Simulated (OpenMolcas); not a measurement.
# W⁵⁺ among point charges: CASSCF and CASPT2 levels and susceptibility

Aim: the splitting of the states of W⁵⁺ in the field of 4 point charges, its lowest levels with spin-orbit coupling and its magnetic susceptibility.

Method: state-averaged CASSCF and CASPT2, spin-orbit coupling by RASSI with atomic mean-field integrals. Code: OpenMolcas 26.06.

**1. The atom as given**

```
Species                           : W⁵⁺ (tungsten, Z = 74, 69 electrons)
Basis                             : ANO-RCC-VDZP [7s6p4d2f1g], 68 functions
Scalar Hamiltonian                : DKH2, point nucleus
Inactive shells                   : 1s 2s 2p 3s 3p 3d 4s 4p 4d 4f 5s 5p
Active space                      : 1 electron in 5 orbitals (5d)
Some configurations of this space : 5d
Orbitals                          : optimised for each spin and parity, averaged over all roots
```

Outer shells as boxes (Hund's rule):

5d
```
5d [↑ ][  ][  ][  ][  ]
```

The ion sits among 4 point charges of -1.3 e arranged as a square (D4h), 1.8 Å from the ion.

The work runs as a chain of OpenMolcas steps in one folder; each step below is one input file. Labels, J, g values, rates, χT and fits are worked out afterwards by a script from the matrices that RASSI stores. The input lists half of the charges; inversion (Group=XYZ) makes the rest.

**2. One- and two-electron integrals**

a.inp

```
&GATEWAY
Coord
1

W 0.0 0.0 0.0
Basis=ANO-RCC-VDZP
Group=XYZ
NoMove
AngMom=0.0 0.0 0.0
AMFI
XField
2 Angstrom 0
1.800000 0.000000 0.000000 -1.300000
0.000000 1.800000 0.000000 -1.300000
&SEWARD
```

On the command line:

```
$ OMP_NUM_THREADS=1 MOLCAS_MEM=1689 MOLCAS_PROJECT=a pymolcas a.inp > a.log
```

The log of the run:

```text
Basis set label: W.ANO-RCC...7S6P4D2F1G.

      Electronic valence basis set:
      ------------------
      Associated Effective Charge  74.000000 au
      Associated Actual Charge     74.000000 au
      Nuclear Model: Point charge

      Shell  nPrim  nBasis  Cartesian Spherical Contaminant
         s      24       7        X
         p      21       6        X
         d      15       4                 X
         f      11       2                 X
         g       4       1                 X
                  Relativistic Douglas-Kroll-Hess integrals:
                    - DKH order of Hamiltonian: 2
                    - DKH order of Properties : 0
                  Atomic mean-field integrals
```

**3. Reference wave functions, doublets of even parity, 5 roots**

a.inp

```
&RASSCF
FileOrb=start.orb
Symmetry=1
Spin=2
nActEl=1 0 0
Inactive=15 19
Ras2=5 0
CIRoot=5 5 1
SDav=5
CIMx=300
Iter=120 100
PrWF=0.3
OrbListing=Nothing
MaxOrb=0
>>> COPY $Project.JobIph JOB001
```

On the command line:

```
$ OMP_NUM_THREADS=1 MOLCAS_MEM=1689 MOLCAS_PROJECT=a pymolcas a.inp > a.log
```

start.orb holds the contracted functions of the basis, ordered by shell, or the orbitals of the step before.

The log of the run:

```text
Wave function specifications:
      -----------------------------

      Number of closed shell electrons          68
      Number of electrons in active shells       1
      Max number of holes in RAS1 space          0
      Max nr of electrons in RAS3 space          0
      Number of inactive orbitals               34
      Number of active orbitals                  5
      Number of secondary orbitals              29
      Spin quantum number                      0.5
      State symmetry                             1
Orbital specifications:
      -----------------------

      Symmetry species                           1   2
                                                ag  au
      Frozen orbitals                            0   0
      Inactive orbitals                         15  19
      Active orbitals                            5   0
      RAS1 orbitals                              0   0
      RAS2 orbitals                              5   0
      RAS3 orbitals                              0   0
      Secondary orbitals                        16  13
      Deleted orbitals                           0   0
      Number of basis functions                 36  32
      Number of CSFs                             5
      Number of root(s) required                 5
      Iter CI   SX   CI       RASSCF       Energy    max ROT     max BLB   max BLB  Level Ln srch  Step   QN
          iter iter root      energy       change     param      element    value   shift minimum  type update
 Nr of preliminary CI iterations:   1
      Total energies have been shifted. Add               -16000.00 au
        1   1    7    0  -129.93647177    0.00E+00   2.87E-01*  18  24 2 -3.30E-01*  0.21   0.00    SX    NO
        2   1    7    0  -130.09523155   -1.59E-01* -6.49E-02   13  29 2 -2.16E-01*  0.21   0.00    SX    NO
        3   1    6    0  -130.10783473   -1.26E-02*  2.49E-02   10  26 2  1.55E-01*  0.17   0.00    SX    NO
        4   1    6    0  -130.11296489   -5.13E-03*  1.95E-02   13  29 2 -1.19E-01*  0.21   0.00    SX    NO
        5   1    6    0  -130.11595217   -2.99E-03*  8.14E-03   13  29 2  9.36E-02*  0.18   0.56    LS   YES
        6   1    5    0  -130.12050627   -4.55E-03*  5.58E-04   16  32 2  4.17E-03*  0.19   1.05    QN   YES
        7   1    5    0  -130.12051561   -9.34E-06*  1.05E-04   19  25 2  1.32E-04*  0.19   1.00    QN   YES
        8   1    4    0  -130.12051562   -1.11E-08*  1.43E-05   19  25 2  2.42E-05   0.19   1.20    QN   YES
        9   1    3    0  -130.12051562   -3.51E-10   3.45E-06   18  24 2 -9.94E-07   0.19   0.99    QN   YES
      Convergence after  9 iterations
       10   1    3    0  -130.12051562    1.09E-11   3.45E-06   19  25 2 -1.56E-07   0.19   0.99    QN   YES
      Natural orbitals and occupation numbers for root  1
      sym 1:  -0.000000   0.000000   1.000000   0.000000   0.000000
      Natural orbitals and occupation numbers for root  2
      sym 1:  -0.000000   0.000000  -0.000000   1.000000   0.000000
      Natural orbitals and occupation numbers for root  3
      sym 1:   0.000000   1.000000  -0.000000  -0.000000   0.000000
::    RASSCF root number  1 Total energy: -16130.17353177
::    RASSCF root number  2 Total energy: -16130.15306727
::    RASSCF root number  3 Total energy: -16130.15306727
::    RASSCF root number  4 Total energy: -16130.09129691
::    RASSCF root number  5 Total energy: -16130.03161486
```

**4. State interaction with spin-orbit coupling**

a.inp

```
&RASSI
NrOfJobIphs=1 5
1 2 3 4 5
IphNames
JOB001
EJob
SpinOrbit
DIPRint=1.0
SOCoupling=1000.0
Subsets=2
Property=9
'ANGMOM' 1 'ANGMOM' 2 'ANGMOM' 3 'MLTPL  1' 1 'MLTPL  1' 2 'MLTPL  1' 3
'AMFI' 1 'AMFI' 2 'AMFI' 3
SOProperty=3
'ANGMOM' 1 'ANGMOM' 2 'ANGMOM' 3
```

On the command line:

```
$ OMP_NUM_THREADS=1 MOLCAS_MEM=1689 MOLCAS_PROJECT=a pymolcas a.inp > a.log
```

The log of the run:

```text
SPIN-FREE ENERGIES:
  (Shifted by EMIN (a.u.) =     -16130.1735317732)

 SF State       Relative EMIN(au)   Rel lowest level(eV)    D:o, cm**(-1)      L_eff

     1             0.0000000000        0.0000000000              0.0000         1.9
     2             0.0204644991        0.5568673880           4491.4384         2.0
     3             0.0204644991        0.5568673880           4491.4384         2.0
     4             0.0822348595        2.2377245236          18048.4655         2.0
     5             0.1419169108        3.8617558750          31147.1617         2.0
     Dipole printing threshold changed to   1.00000000E+00
Eigenvalues of complex Hamiltonian:
   -----------------------------------
  (Shifted by EMIN (a.u.) =     -16130.1735317732)

 SO State       Relative EMIN(au)   Rel lowest level(eV)    D:o, cm**(-1)     J-value

     1            -0.0152887619        0.0000000000              0.0000         1.5
     2            -0.0152887619        0.0000000000              0.0000         1.5
     3             0.0238003406        1.0636686675           8579.0664         1.6
     4             0.0238003406        1.0636686675           8579.0664         1.6
     5             0.0270886648        1.1531485262           9300.7701         2.4
     6             0.0270886648        1.1531485262           9300.7701         2.4
     7             0.0813161244        2.6287528756          21202.3218         1.5
     8             0.0813161244        2.6287528756          21202.3218         1.5
     9             0.1481644004        4.4477871328          35873.8225         1.2
    10             0.1481644004        4.4477871328          35873.8225         1.2
Weights of the five most important spin-orbit-free states for each spin-orbit state.

 SO State  Total energy (au)           Spin-free states, spin, and weights
 -------------------------------------------------------------------------------------------------------
    1        -0.015289       1 0.5  0.6392    2 0.5  0.1804    3 0.5  0.1804    4 0.5  0.0000    5 0.5  0.0000
    2        -0.015289       1 0.5  0.6392    2 0.5  0.1804    3 0.5  0.1804    4 0.5  0.0000    5 0.5  0.0000
    3         0.023800       3 0.5  0.4573    2 0.5  0.4573    4 0.5  0.0639    5 0.5  0.0216    1 0.5  0.0000
    4         0.023800       3 0.5  0.4573    2 0.5  0.4573    4 0.5  0.0639    5 0.5  0.0216    1 0.5  0.0000
    5         0.027089       1 0.5  0.3608    2 0.5  0.3196    3 0.5  0.3196    4 0.5  0.0000    5 0.5  0.0000
    6         0.027089       1 0.5  0.3608    2 0.5  0.3196    3 0.5  0.3196    4 0.5  0.0000    5 0.5  0.0000
    7         0.081316       4 0.5  0.8674    5 0.5  0.0533    3 0.5  0.0396    2 0.5  0.0396    1 0.5  0.0000
    8         0.081316       4 0.5  0.8674    5 0.5  0.0533    3 0.5  0.0396    2 0.5  0.0396    1 0.5  0.0000
    9         0.148164       5 0.5  0.9251    4 0.5  0.0687    3 0.5  0.0031    2 0.5  0.0031    1 0.5  0.0000
   10         0.148164       5 0.5  0.9251    4 0.5  0.0687    2 0.5  0.0031    3 0.5  0.0031    1 0.5  0.0000
 -------------------------------------------------------------------------------------------------------
```

These steps: 1.9 s of run time, 1 thread of Arm Neoverse V1, shared host.

Spin-free states, with their symmetry labels:

```tsv
state	degeneracy	E (cm-1)	free-ion L (%)
2A1	1	0	D (100)
2E	2	4491	D (100)
2B2	1	18048	D (100)
2B1	1	31147	D (100)
```

With spin-orbit coupling:

| E (cm-1) | Degeneracy | Label | 2S+1 | g |
| --- | --- | --- | --- | --- |
| 0.0 | 2 | E1/2 | 2 | 1.01 1.01 1.28 |
| 8579 | 2 | E3/2 | 2 | 0.20 0.20 3.79 |
| 9301 | 2 | E1/2 | 2 | 0.72 3.01 3.01 |
| 21202 | 2 | E3/2 | 2 | 0.19 2.19 2.19 |
| 35874 | 2 | E3/2 | 2 | 1.99 1.99 3.98 |

Principal g values are given for doublets only; a zero marks a field direction without first-order Zeeman splitting.

Powder χT (cm³ K/mol): 0.11 at 2 K, 0.11 at 5 K, 0.12 at 10 K, 0.12 at 20 K, 0.12 at 50 K, 0.12 at 100 K, 0.12 at 150 K, 0.12 at 200 K, 0.13 at 250 K, 0.13 at 300 K.

Orbitals of the lowest block (energies include the constant potential of the surroundings):

```tsv
shell	space	energy (hartree)	mean occupation	⟨r²⟩ (bohr²)
1s	inactive	-2564.2640	2.000	0.000431
2s	inactive	-448.6153	2.000	0.00704
2p	inactive	-393.9547	6.000	0.00582
3s	inactive	-106.1162	2.000	0.0460
3p	inactive	-89.5280	6.000	0.0466
3d	inactive	-69.6530	10.000	0.0390
4s	inactive	-23.6155	2.000	0.229
4p	inactive	-18.0462	6.000	0.259
4d	inactive	-10.6939	10.000	0.304
4f	inactive	-2.5134	14.000	0.502
5s	inactive	-4.0665	2.000	1.30
5p	inactive	-2.5112	6.000	1.52
5d	RAS2		1.000	3.12
```

**5. CASPT2: IPEA 0.25, imaginary shift 0.1 (closed shells correlated: 4f 5s 5p)**

a.inp

```
>>> COPY JOB001 $Project.JobIph
&CASPT2
Multistate=5 1 2 3 4 5
NoMult
Frozen=14 9
IPEA=0.25
Imaginary=0.1
MaxIter=60
WThr=0.0 0.3 0.05
PrWF=0.5
NoMix
```

On the command line:

```
$ OMP_NUM_THREADS=1 MOLCAS_MEM=1689 MOLCAS_PROJECT=a pymolcas a.inp > a.log
```

The log of the run:

```text
Orbital specifications:
      -----------------------

      Symmetry species                           1   2
                                                ag  au
      Frozen orbitals                           14   9
      Inactive orbitals                          1  10
      Active orbitals                            5   0
      Secondary orbitals                        16  13
      Deleted orbitals                           0   0
      Number of basis functions                 36  32
Type of calculation                        SS-CASPT2
      Fock operator                              state-specific
      IPEA shift                                 0.25
      Real shift                                 0.00
      Imaginary shift                            0.10
      The input orbitals will be transformed to quasi-canonical
Reference energy:      -16130.1735317732
      E2 (Non-variational):      -0.7255714816
      Shift correction:          -0.0000977691
      E2 (Variational):          -0.7256692507
      Total energy:          -16130.8992010239
      Residual norm:              0.0000001149
      Reference weight:           0.93129
      Contributions to the CASPT2 correlation energy
      Active & Virtual Only:          0.0000000000
      One Inactive Excited:          -0.0421165863
      Two Inactive Excited:          -0.6834548953
Reference energy:      -16130.1530672742
      E2 (Non-variational):      -0.7248861441
      Shift correction:          -0.0000968611
      E2 (Variational):          -0.7249830053
      Total energy:          -16130.8780502794
      Residual norm:              0.0000001546
      Reference weight:           0.93151
      Contributions to the CASPT2 correlation energy
      Active & Virtual Only:          0.0000000000
      One Inactive Excited:          -0.0426940786
      Two Inactive Excited:          -0.6821920655
::    CASPT2 Root  1     Total energy: -16130.89920102
::    CASPT2 Root  2     Total energy: -16130.87805028
::    CASPT2 Root  3     Total energy: -16130.87805028
::    CASPT2 Root  4     Total energy: -16130.81694122
::    CASPT2 Root  5     Total energy: -16130.75783270
```

Time for this run: 0.92 s (1 thread of Arm Neoverse V1, shared host).

SS-CASPT2: lowest energy less the reference's lowest, -0.7257 hartree; reference weights 0.931 to 0.932.

Spin-free states, with their symmetry labels:

```tsv
state	degeneracy	E (cm-1)	free-ion L (%)
2A1	1	0	D (100)
2E	2	4642	D (100)
2B2	1	18054	D (100)
2B1	1	31027	D (100)
```

With spin-orbit coupling:

| E (cm-1) | Degeneracy | Label | 2S+1 | g |
| --- | --- | --- | --- | --- |
| 0 | 2 | E1/2 | 2 | 0.98 0.98 1.29 |
| 8660 | 2 | E3/2 | 2 | 0.20 0.20 3.78 |
| 9340 | 2 | E1/2 | 2 | 0.71 2.99 2.99 |
| 21160 | 2 | E3/2 | 2 | 0.21 2.19 2.19 |
| 35710 | 2 | E3/2 | 2 | 1.98 1.98 3.99 |

Powder χT (cm³ K/mol): 0.11 at 2 K, 0.11 at 5 K, 0.11 at 10 K, 0.11 at 20 K, 0.11 at 50 K, 0.12 at 100 K, 0.12 at 150 K, 0.12 at 200 K, 0.12 at 250 K, 0.13 at 300 K.

**6. The methods side by side**

A. CASSCF
B. SS-CASPT2, IPEA 0.25, imaginary shift 0.1 (closed shells correlated: 4f 5s 5p)

```tsv
method	ground state	first state of that spin (cm-1)	first gap with spin-orbit (cm-1)	χT at 300 K
A	2A1	2E 4491	8579.1	0.13
B	2A1	2E 4642	8660.6	0.13
```

**7. Results**

```
                                            quantity                                                                           value
                                              method  SS-CASPT2, IPEA 0.25, imaginary shift 0.1 (closed shells correlated: 4f 5s 5p)
                              spin-free ground state                                                 2A1, 1-fold in its orbital part
first state of the same spin within the active space                                                                 2E at 4640 cm⁻¹
                                        lowest level                                               2-fold E1/2, g = 0.98, 0.98, 1.29
                                          next level                                                                     8660.6 cm⁻¹
                                         χT at 300 K                                                                  0.13 cm³ K/mol
                           effective moment at 300 K                                                                         1.00 μB
```

Cost by method:

```tsv
method	time of its own steps	time with the reference
A. CASSCF	1.9 s	1.9 s
B. SS-CASPT2, IPEA 0.25, imaginary shift 0.1, +4f 5s 5p	0.92 s	2.8 s
```

Times are of one thread on a shared host.

What this shows: The spin-free ground state (2A1) comes to 100 % from free-ion D terms and keeps the highest spin of the shell. χT at 300 K is 0.13, against 0.38 cm³ K/mol for the spin alone, so orbital moment lowers it. The field of point charges can differ much from that of real complexes. Point charges carry no covalency, so the field is a model and not that of real ligands.
